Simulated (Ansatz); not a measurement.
HgTe, space group Cmcm: a convergence test of the plane-wave cutoff, run with Ansatz 0.2.0 through its Python package.

The script, `run_ecut.py`:
```python
"""Convergence of HgTe with the plane-wave cutoff."""

import warnings

import ansatz as az

warnings.simplefilter("ignore", az.DeckWarning)

system = (
    az.Lattice.of([2.992518, -3.466929, 0.0], [2.992518, 3.466929, 0.0], [0.0, 0.0, 5.798157])
    .atom("Hg", [0.34305, 0.65695, 0.75])
    .atom("Hg", [0.65695, 0.34305, 0.25])
    .atom("Te", [0.784809, 0.215191, 0.75])
    .atom("Te", [0.215191, 0.784809, 0.25])
)

calc = (
    system.calculation()
    .functional("pbesol")
    .occupations("fermi_dirac", width=0.05)
    .kpoints(4, 4, 4)
    .forces()
    .stress()
)

rows = []
for value in [250, 325, 400, 475]:
    data = calc.basis(value).run(threads=1, pin="off").report
    rows.append((value, data["free_energy_ev"] / len(data["lattice"]["sites"]), data["n_iterations"], sum(data["stress_gpa"][i][i] for i in range(3)) / 3, max(abs(f) for row in data["forces_ev_ang"] for f in row), data["n_pw"]))

print(" cutoff (eV)   F/atom (eV)    iterations       P (GPa)  max component (eV/A)   plane waves")
for row in rows:
    print(f"{str(row[0]):>12s}  {row[1]:12.5f}  {row[2]:12d}  {row[3]:12.3f}  {row[4]:20.4f}  {row[5]:12d}")

# differences from the last row
for row in rows[:-1]:
    shift = 1000 * (row[1] - rows[-1][1])
    print(f"{row[0]}: {shift:+.2f} meV/atom" + ("  (within 2 meV)" if abs(shift) < 2 else ""))
```

From which cutoff on is the energy per atom within 2 meV of the last row, and how does it get there?

From 400 eV on it stays within 2 meV an atom of the value at 475 eV; the first row (250 eV) is off by 1112.1 meV and the last but one by 1.31 meV. The energy falls steadily, as expected when plane waves are added. The pressure moves from -2.53 to -3.22 GPa (the program's stress holds a Pulay correction, so it settles early). The last run costs about 2.0 times the first.

What the script printed:

Output of `python run_ecut.py`:
```text
 cutoff (eV)   F/atom (eV)    iterations       P (GPa)  max component (eV/A)   plane waves
         250  -10283.65497             7        -2.531                0.0986          1077
         325  -10284.74663             6        -3.222                0.1549          1599
         400  -10284.76579             6        -3.215                0.1541          2209
         475  -10284.76709             6        -3.219                0.1543          2807
250: +1112.12 meV/atom
325: +20.46 meV/atom
400: +1.31 meV/atom  (within 2 meV)
```

Notes:
- For a metal this k-point mesh is coarse: on a finer one energies can move by several to tens of meV an atom and pressures by half a GPa or more, differences at one mesh by less.
- Pressure is positive in compression.
- Spin-orbit coupling, which matters for elements this heavy, is left out.
- The structure comes from a database of computed cells and needn't be a stable or known phase.
- Shifts are counted from the last row, which is itself no proven limit.
- The script silences the warnings on its input, which a real study should read.
- Hardware and time: 15 s on 1 thread of Intel(R) Xeon(R) Processor @ 2.30GHz, with other jobs on the host, peak memory 0.61 GiB.
